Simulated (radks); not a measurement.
# Ba⁵³⁺ in [He] 2s1: an all-electron calculation

Aim: the levels, the sizes of the orbitals and the parts of the energy of the barium ion Ba53+.

The numbers are computed with radks (a radial shooting solver on a logarithmic mesh, Libxc functionals) version 1 (Dirac Kohn-Sham, HCTH/407, spin-unpolarised, spherical densities, point nucleus), except any that are marked as measured or tabulated.

## 1. The system

* element: barium (Z = 56)
* charge: +53
* electrons: 3
* configuration: [He] 2s1

The outer shells:

Ba⁵³⁺
```
[He] core
2s [↑ ]
```

## 2. The run

The run's settings:

```text
Z 56
configuration [He] 2s1 2p0 3s0
relativity Dirac
functional hcth_407
spin unpolarised
j_filling average
nucleus point
c 137.035999084
```

Started as:

```
$ python run_ks.py task.json out
```

The same process makes all the runs of this session.

What does the calculation give?

**Answer**, as computed:

```
                        quantity                    value
                    total energy       -3630.7082 hartree
exchange-correlation share of it                   1.13 %
                            −T/E                   1.0974
          highest occupied level       2s1/2, -10514.4 eV
    most extended occupied level  2s1/2, <r> = 0.103 bohr
 radius at density 0.001 e/bohr³               0.356 bohr
    maxima of the radial density                        2
         ionisation energy, NIST      10616.4 (theory) eV
```

**Reading.** The radial density shows 2 maxima for 2 occupied principal shells. −T/E is 1.097: with relativity the kinetic term as defined here no longer equals −E. Minus the highest eigenvalue, 10514.4 eV, is 99 % of the tabulated ionisation energy (10616.4 eV). Spin polarisation and multiplet splitting are left out. Nuclear size, the Breit interaction and QED, all absent here, shift the 1s and 2s values of heavy ions.
